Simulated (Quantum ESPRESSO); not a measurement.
Input of a Quantum ESPRESSO 7.5 run:

Contents of pw.in:

```
&CONTROL
  calculation = 'scf'
  prefix = 'pwscf'
  outdir = './tmp'
  pseudo_dir = './pseudo'
  tprnfor = .true.
  tstress = .true.
  disk_io = 'nowf'
/
&SYSTEM
  ibrav = 0
  nat = 2
  ntyp = 1
  ecutwfc = 45
  ecutrho = 360
  nbnd = 24
  occupations = 'smearing'
  smearing = 'mp'
  degauss = 0.00734986
/
&ELECTRONS
  conv_thr = 4d-10
  electron_maxstep = 120
  mixing_beta = 0.5
/
ATOMIC_SPECIES
Ru   101.0700 ru_pbesol_v1.2.uspp.F.UPF
CELL_PARAMETERS angstrom
   2.7032940000    0.0000000000    0.0000000000
  -1.3516470000    2.3411212779    0.0000000000
   0.0000000000    0.0000000000    4.1758200000
ATOMIC_POSITIONS crystal
Ru     0.3333333333    0.6666666667    0.2500000000
Ru     0.6666666667    0.3333333333    0.7500000000
K_POINTS automatic
18 18 11 0 0 0
```

Potentials or basis: GBRV 1.5 PBEsol.

Run with:

```sh
$ OMP_NUM_THREADS=1 pw.x -in pw.in > pw.out
```

Task: Predict the pressure.

Result: 2.8 GPa.

Task: What does it give for the band gap on the k mesh?

Result: None (metal or under the smearing width).

Stress tensor (GPa, compression positive):
```
-0.69  0.00  0.00
 0.00 -0.69  0.00
 0.00  0.00  9.68
```
